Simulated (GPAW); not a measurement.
The system is Pb2O.

```xyz
6
Lattice="5.3800 0.0000 0.0000 0.0000 5.3800 0.0000 0.0000 0.0000 5.3800" Properties=species:S:1:pos:R:3 pbc="T T T"
Pb    4.0350    1.3450    4.0350
Pb    1.3450    4.0350    4.0350
Pb    4.0350    4.0350    1.3450
Pb    1.3450    1.3450    1.3450
O     2.6900    2.6900    2.6900
O     0.0000    0.0000    0.0000
```

Base run:

| Item | Value |
| --- | --- |
| Program | GPAW 26.7.0 |
| Functional | LDA |
| Potentials or basis | the program's PAW data sets (release 1.2.1) made for this functional |
| Cutoff | 600 eV |
| Basis | pw |
| k mesh | 4 × 4 × 4 |
| Occupations | fermi-dirac, width 0.05 eV |
| Spin | no spin polarisation |

Its results: band gap on the k mesh none (metal or under the smearing width); pressure -3.5 GPa.

Problem. The run is repeated on the same cell with these changes: functional from LDA to PBE; potentials or basis from the program's PAW data sets (release 1.2.1) made for this functional to GPAW PAW data sets (gpaw-data 1.2.1). What comes out?

Solution. Band gap on the k mesh none (metal or under the smearing width); pressure 1.2 GPa.

Caveats: the cutoff is short for stress and forces, so pressures can be off by a GPa or more.
